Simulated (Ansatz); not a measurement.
**SnN2H4: taking an electron away**

How much energy removes an electron from SnN2H4 at fixed geometry? The cation is run at each level and the neutral's energy taken from earlier runs.

Method: unrestricted cation, the program's frozen cores in correlated methods; program: Ansatz 0.2.0, Gaussian basis.

Plan: UKS PBE-D4/def2-TZVPP; UKS r2SCAN-D4/def2-TZVPP; UKS PBE0-D4/def2-TZVPP; UKS B3LYP-D4/def2-TZVPP; UKS wB97X-V/def2-TZVPP; UKS wB97M-V/def2-TZVPP; UKS B2PLYP/def2-TZVPP; UHF-CCSD(T)/def2-TZVPP; UHF-MP2/def2-QZVPP; extrapolation to the limit; then −ε(HOMO) from the neutral's earlier runs with LDA (SPW92), PBE-D4, revPBE-D4, BLYP-D4, r2SCAN-D4, B97M-V, PBE0-D4, B3LYP-D4, r2SCANh-D4, r2SCAN0-D4, HSE06-D4, BHLYP-D4, CAM-B3LYP-D4, LC-ωPBE, ωB97X-V, ωB97M-V.

### Step 1. The geometry

All runs share one geometry, relaxed beforehand with PBE0-D4 in a triple-zeta def2 set. Sn takes the def2 core potential; no spin-orbit term is included.

SMILES `[NH2][Sn][NH2]`, 7 atoms, charge 0, spin multiplicity 1.

Atoms are counted from 1 here; the program's logs count them from 0.

Bond lengths: N1–Sn2 2.019 Å, N1–H4 1.008 Å, N1–H5 1.007 Å, Sn2–N3 2.019 Å, N3–H6 1.007 Å, N3–H7 1.008 Å. Angles: Sn2–N1–H4 126.1°, Sn2–N1–H5 122.7°, H4–N1–H5 111.2°, N1–Sn2–N3 94.4°, Sn2–N3–H6 122.7°, Sn2–N3–H7 126.1°, H6–N3–H7 111.2°.

### Step 2. Cation, UKS PBE-D4/def2-TZVPP

in.yaml reads:

```yaml
crystal:
  periodic: [false, false, false]
  atoms:
    - {symbol: N, position_ang: [-1.318761, -0.139103, -0.652171]}
    - {symbol: Sn, position_ang: [0.389262, 0.878061, -1.005765]}
    - {symbol: N, position_ang: [1.346248, 0.142569, 0.612949]}
    - {symbol: H, position_ang: [-1.487583, -0.766352, 0.119192]}
    - {symbol: H, position_ang: [-2.127035, -0.069171, -1.248865]}
    - {symbol: H, position_ang: [2.292571, 0.395439, 0.846970]}
    - {symbol: H, position_ang: [0.966498, -0.509444, 1.281990]}
basis:
  gaussian: {orbitals: def2-TZVPP}
total_charge: 1
magnetization: {spin_polarized: true, initial_magnetization: 1}
hamiltonian: {xc: pbe, dispersion: d4}
```

Run with:

```
ansatz run in.yaml --threads 4 --pin off --events-out ev --progress --plain --max-ram 10444MiB
```

After this run come: Cation, UKS r2SCAN-D4/def2-TZVPP; Cation, UKS PBE0-D4/def2-TZVPP; Cation, UKS B3LYP-D4/def2-TZVPP; Cation, UKS wB97X-V/def2-TZVPP; Cation, UKS wB97M-V/def2-TZVPP; Cation, UKS B2PLYP (frozen core)/def2-TZVPP; Cation, UHF-CCSD(T)/def2-TZVPP; Cation, UHF-MP2/def2-QZVPP.

Q: Predict the results of all the runs planned. Wanted: ionisation energy, CCSD(T)/CBS; nearest functional by difference; nearest −ε(HOMO); −ε(HOMO) of PBE; T1 of the cation.

As calculated:

| quantity | value |
| --- | --- |
| ionisation energy, CCSD(T)/CBS | 9.03 eV |
| nearest functional by difference | ωB97X-V (-0.13 eV) |
| nearest −ε(HOMO) | ωB97X-V (+0.02 eV) |
| −ε(HOMO) of PBE | 5.29 eV |
| T1 of the cation | 0.051 |

What this shows: By cation minus neutral, the functionals miss by 0.63 eV at most. The PBE orbital energy is 3.7 eV too small: a semilocal HOMO is no ionisation energy. Among orbital estimates ωB97X-V comes nearest. Hartree-Fock falls 1.39 eV short, as the neutral has more correlation energy than the cation. The cation's T1 (from the report) is 0.051, above the customary mark of 0.045 for open shells, so the coupled-cluster value is less safe. The cation may have settled in a state other than its lowest; no search over hole states beyond the program's own was made. Correlated methods include outer-core shells of Sn, which these sets cover unevenly. With outer-core shells in play the reference is unsure by up to some tenths of an eV, so close misses can't be ranked.
